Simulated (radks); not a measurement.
# Co²⁺ in [Ne] 3s1 3p6 3d7 4f1: an all-electron calculation

Wanted: eigenvalues, radial structure and energy terms of the cobalt ion Co2+.

Method: non-relativistic Kohn-Sham, PBE, spin-unpolarised, spherical densities, point nucleus. Code: radks (a radial shooting solver on a logarithmic mesh, Libxc functionals) version 1.

### Step 1. The atom as given

- element: cobalt (Z = 27)
- charge: +2
- electrons: 25
- configuration: [Ne] 3s1 3p6 3d7 4f1

The outer shells:

Co²⁺
```
[Ne] core
3s [↑ ]
3p [↑↓][↑↓][↑↓]
3d [↑↓][↑↓][↑ ][↑ ][↑ ]
4f [↑ ][  ][  ][  ][  ][  ][  ]
```

### Step 2. Self-consistent calculation

Input:

```text
Z 27
configuration [Ne] 3s1 3p6 3d7 4f1
relativity non-relativistic
functional pbe,pbe
spin unpolarised
nucleus point
```

**Question.** What will this run give?

As calculated:

```
                        quantity                value
                    total energy  -1377.00879 hartree
exchange-correlation share of it               4.19 %
                            −T/E               0.9993
          highest occupied level        4f, -6.226 eV
    most extended occupied level  4f, <r> = 5.83 bohr
 radius at density 0.001 e/bohr³            3.08 bohr
    maxima of the radial density                    4
```

What this shows: The radial density shows 4 maxima for 4 occupied principal shells. −T/E = 0.9993, near the virial value of 1. This is not the tabulated ground configuration, so its levels and sizes aren't those of the ground state, and no measured value stands beside it.
